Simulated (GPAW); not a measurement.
The system is GaGe3.

```
Ge Ga
1.0
     4.27847    0.00000    0.00000
     0.00000    4.27847    0.00000
     0.00000    0.00000    4.27847
Ge Ga
3 1
Direct
  0.50000 0.50000 0.00000
  0.50000 0.00000 0.50000
  0.00000 0.50000 0.50000
  0.00000 0.00000 0.00000
```

The cell comes from a database or a generator and needn't be the stable form of this composition.

Base run:

| Quantity | Value |
| --- | --- |
| Program | GPAW 26.7.0 |
| Functional | PBE |
| Potentials or basis | GPAW PAW data sets (gpaw-data 1.2.1) |
| Cutoff | 600 eV |
| Basis | pw |
| k mesh | 6 × 6 × 6 |
| Occupations | fermi-dirac, width 0.05 eV |
| Spin | no spin polarisation |

Its results: pressure -0.4 GPa.

After a change of settings the same cell gave: pressure -5.1 GPa. Which change was it?
A. functional from PBE to r2SCAN
B. functional from PBE to PBEsol; potentials or basis from GPAW PAW data sets (gpaw-data 1.2.1) to PAW data sets generated in the run's folder for this functional
C. functional from PBE to LDA; potentials or basis from GPAW PAW data sets (gpaw-data 1.2.1) to the program's PAW data sets (release 1.2.1) made for this functional

C.
